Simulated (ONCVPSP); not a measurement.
**Pseudopotential generation for caesium: ONCV, PBEsol**

Do these settings give a usable potential? It is generated, then checked for transferability, scattering, ghosts and hardness.

Program: ONCVPSP 4.0.1.1 (patched build). Reference atom: PBEsol, scalar-relativistic, spherical and spin-unpolarised. All values are calculated.

### 1 Starting point

Typed settings, in words:

- element: caesium (Cs, Z = 55)
- type: optimised norm-conserving Vanderbilt (ONCV)
- frozen core: [Kr] 4d10
- valence charge: 9
- reference configuration: 5s2 5p6 6s1
- partial waves: 5s+6s: rc 2.25 bohr, ncon 4, nbas 7, qcut 4.4 1/bohr, 2 projectors; 5p: rc 2.60 bohr, ncon 4, nbas 7, qcut 5.7 1/bohr, 1 projector; d scattering state at 0.43 Ha: rc 2.10 bohr, ncon 4, nbas 8, qcut 4.2 1/bohr, 2 projectors, debl 3.9 Ha
- local potential: polynomial inside 1.30 bohr (lpopt 2, dvloc0 3 Ha)
- core correction: polynomial model core, fcfact 0.7

### 2 The generation run

Input file Cs.dat:

```
# ATOM AND REFERENCE CONFIGURATION
# atsym  z   nc   nv     iexc    psfile
  Cs 55.00    9    3  -116133      upf
#
#   n    l    f
    1    0    2.00
    2    0    2.00
    2    1    6.00
    3    0    2.00
    3    1    6.00
    3    2   10.00
    4    0    2.00
    4    1    6.00
    4    2   10.00
    5    0    2.00
    5    1    6.00
    6    0    1.00
#
# PSEUDOPOTENTIAL AND OPTIMIZATION
# lmax
    2
#
#   l,   rc,      ep,       ncon, nbas, qcut
    0    2.25    0.00    4    7    4.40
    1    2.60    0.00    4    7    5.70
    2    2.10    0.43    4    8    4.20
#
# LOCAL POTENTIAL
# lloc, lpopt,  rc(5),   dvloc0
    4    2    1.30    3.00
#
# VANDERBILT-KLEINMAN-BYLANDER PROJECTORs
# l, nproj, debl
    0    2    3.40
    1    1    1.00
    2    2    3.90
#
# MODEL CORE CHARGE
# icmod, fcfact, rcfact
    1    0.70    0.00
#
# LOG DERIVATIVE ANALYSIS
# epsh1, epsh2, depsh
   -2.00    5.00    0.02
#
# OUTPUT GRID
# rlmax, drl
    6.00    0.01
#
# TEST CONFIGURATIONS
# ncnf
    4
# nvcnf
#   n    l    f
    3
    5    0    2.00
    5    1    6.00
    6    0    0.00
#
    3
    5    0    2.00
    5    1    6.00
    6    0    0.50
#
    4
    5    0    2.00
    5    1    6.00
    6    0    0.00
    6    1    1.00
#
    3
    5    0    1.00
    5    1    6.00
    6    0    1.00
#
```

The run is started by

```
$ oncvpsp.x < Cs.dat > Cs.out
```

What does the calculation give? Wanted: cutoffs for 1 and 0.1 mHa per electron, occupied waves; bound ghosts; GHOST(+) flags; largest test error; largest phase difference near zero energy, channels read; rms error of d²Exc/dn², without and with the model core.

The runs gave:

| quantity | value |
| --- | --- |
| cutoffs for 1 and 0.1 mHa per electron, occupied waves | 8.6 Ha and 12 Ha |
| bound ghosts | none found |
| GHOST(+) flags | s at 121 eV |
| largest test error (AE − PS) | -8.3 meV, for 5s1 5p6 6s1 |
| largest phase difference near zero energy, channels read | 0.020 rad |
| rms error of d²Exc/dn², without and with the model core | 3.33 and 0.42 mHa |

In words: By total energies transferability is good: the largest error is 8.3 meV on 31.7 eV, for 5s1 5p6 6s1. The potential is soft on the atom at that tolerance: the looser tolerance needs 8.6 Ha. It is free of bound ghosts as far as tested. Near zero energy the phases of the channels with partial waves agree within 0.020 rad. The program also flags highly localised states, GHOST(+) (s). These are tests on the free atom; a crystal test is still owed.
